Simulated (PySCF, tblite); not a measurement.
**C5H4ClO radical: geometry, infrared bands and EPR parameters**

Aim: predict the infrared bands and EPR parameters of C5H4ClO radical (`O=C1[CH]C=C1CCl`).

Programs: tblite 0.8.0 and PySCF 2.14.0, with density-fitted response routines of our own. Each step states its level of theory. These are calculated values for one molecule in the gas phase, unless marked as measured. Atoms count from 0, in the outputs and in this text.

**1. The molecule as given**

11 atoms, charge 0, multiplicity 2; geometry from: force field or distance geometry start.

Bonds of the start (Å): O0–C1 1.24, C1–C2 1.51, C2–C3 1.48, C3–C4 1.31, C4–C5 1.49, C5–Cl6 1.78, C4–C1 1.47, C2–H7 1.12, C3–H8 1.11, C5–H9 1.10, C5–H10 1.11.

**2. Optimising the geometry with GFN2-xTB**

The job: settings as JSON, then the geometry in Å.

```
{"job": {"kind": "relax", "xc": "GFN2-xTB", "basis": "xTB"}, "charge": 0, "multiplicity": 2}
O      0.556900     2.066800    -1.161700
C      0.709400     1.033000    -0.489700
C      1.901900     0.360400     0.136100
C      0.913700    -0.644100     0.599000
C     -0.120400    -0.044800     0.061300
C     -1.571900    -0.375800     0.019100
Cl    -2.413800     0.993800     0.782800
H      2.562400     0.020600    -0.703200
H      1.090300    -1.559800     1.204900
H     -1.709900    -1.331500     0.550900
H     -1.913300    -0.515900    -1.025500
```

Command:

```bash
$ OMP_NUM_THREADS=1 python probes_run.py task.json out
```

This one command runs all jobs of the session in turn.

**Question.** This job is followed by: GFN2-xTB harmonic vibrations, gas phase; UKS B3LYP, pcH-1 on C Cl H O, non-relativistic, mean-field spin-orbit, GIAO. Predict these results of the whole session: strongest single infrared mode (GFN2-xTB); zero-point energy (GFN2-xTB); g(iso) (B3LYP); ⟨S²⟩; largest a(iso) (averaged by class); potential on the surface of density 0.002 e/bohr³, 1st and 99th percentile.

**Answer**, as computed:

```
                                                                  quantity                  value
                                 strongest single infrared mode (GFN2-xTB)  1874 cm⁻¹, 432 km/mol
                                              zero-point energy (GFN2-xTB)          44.5 kcal/mol
                                                            g(iso) (B3LYP)                2.00269
                                                                      ⟨S²⟩     0.773 (exact 0.75)
                                        largest a(iso) (averaged by class)    13C on C4, 64.4 MHz
potential on the surface of density 0.002 e/bohr³, 1st and 99th percentile     -1.53 V and 1.58 V
```

**Reading.** The optimisation took 82 steps and gained 1.037 eV; among the close pairs (by a distance rule), C3–C4 changed most, from 1.311 to 1.414 Å. No mode is imaginary among the 27: a minimum at this level. The strongest single mode, at 1874 cm⁻¹, moves mainly C1 and O0. Unscaled tight-binding wavenumbers are off by several per cent, some by more. Its intensities can rank the bands wrongly. The largest spin populations lie on C4 (0.65 e), C2 (0.60 e). The isotropic g lies 0.4 ppt above the free-electron value. The conformer search found further structures of the same energy, which may be mirror or relabelled copies of this one.
